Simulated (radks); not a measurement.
# Excited configurations of Bi

An exercise on one series of results from a longer session: the logs are not shown, and one member is left open.

The numbers are computed with radks (a radial shooting solver on a logarithmic mesh, Libxc functionals) version 1 (Dirac Kohn-Sham, LDA (Slater exchange, Perdew-Wang correlation), spin-unpolarised, spherical densities, finite nucleus; open shells fill j = l - 1/2 first), except any that are marked as measured or tabulated.

### What is computed

- element: bismuth (Z = 83)
- charge: 0
- electrons: 83
- configuration: [Hg] 6p3
- nuclear rms radius: 5.5211 fm

The first run:

The run's settings:

```text
Z 83
configuration [Hg] 6p3
relativity Dirac
functional lda,pw
spin unpolarised
j_filling energy
nucleus finite rms 5.5211 fm
c 137.035999084
```

Among the steps run: Ground configuration: [Hg] 6p3.

One of the session's tables, all rows but one given; the rest of the session is left out.

It belongs to the step «Ground configuration: [Hg] 6p3». From the orbitals of this run (lengths in bohr):

```
level     <r>  outermost maximum (interpolated)  90 % within  nodes
4f7/2  0.4443                             0.344        0.703      0
5p1/2  0.8844                             0.806         1.27      3
5p3/2  0.9750                             0.883         1.41      3
5d3/2   1.213                              1.02         1.83      2
5d5/2   1.258                              1.05         1.90      2
6s1/2       ?                                 ?            ?      ?
6p1/2   2.772                              2.24         4.21      4
6p3/2   3.238                              2.58         4.95      4
```

**Question.** Estimate the row for 6s1/2.

The run gave: <r>: 2.184; outermost maximum (interpolated): 1.87; 90 % within: 3.20; nodes: 5. In the column «<r>» it lies between 5d5/2 (1.258) and 6p1/2 (2.772).

Caveats from the session: Spin polarisation and multiplet splitting are left out, so open shells lie too high by an amount that depends on their filling.
